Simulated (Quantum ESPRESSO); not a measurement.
**NaTeRh under changes of volume**

One of the cells (23.574 Å³/atom); the others are scaled copies at fixed shape and fractional positions:

```
Na Te Rh
1.0
     4.91723    0.00000    0.00000
    -2.45861    4.25844    0.00000
     0.00000    0.00000    6.75481
Na Te Rh
2 2 2
Direct
  0.00000 0.00000 0.00000
  0.00000 0.00000 0.50000
  0.33333 0.66667 0.50000
  0.66667 0.33333 0.50000
  0.33333 0.66667 0.00000
  0.66667 0.33333 0.00000
```

The cell was built by a generator and needn't be a form met in nature.

* Program: Quantum ESPRESSO 7.5
* Functional: PBE
* Dispersion: D3(BJ)
* Potentials or basis: GBRV 1.5 LDA
* Cutoff: 612 eV
* Density cutoff: 4898 eV
* k mesh: 5 × 5 × 3
* Occupations: methfessel-paxton, width 0.136 eV
* Spin: no spin polarisation

```csv
volume (Å³/atom),energy over the lowest point (meV/atom),pressure (GPa)
22.160,?,?
22.631,21.89,4.1
23.103,11.59,2.9
23.574,4.75,1.8
24.045,1.00,0.8
24.517,0.00,-0.1
24.988,1.46,-0.9
```

Question: What does the run at 22.160 Å³/atom give?

Answer: Energy over the lowest point 36.06 meV/atom; pressure 5.5 GPa.

Worked out: A Birch-Murnaghan fit of order 3 (a polynomial in V^(-2/3)) to the other rows has its minimum at 24.46 Å³/atom with B0 = V·E''(V) = 44 GPa and B' = 4.8 at fixed shape and positions, which overstates the stiffness. It gives 36.04 meV/atom at 22.160 Å³/atom, against the run's 36.06, and -dE/dV = 5.5 GPa, against 5.5.

Energies are extrapolated to zero smearing.

Caveats: the potentials were made for another functional, which shifts forces and pressure; pairwise dispersion overbinds metals, which lowers pressure and volume.
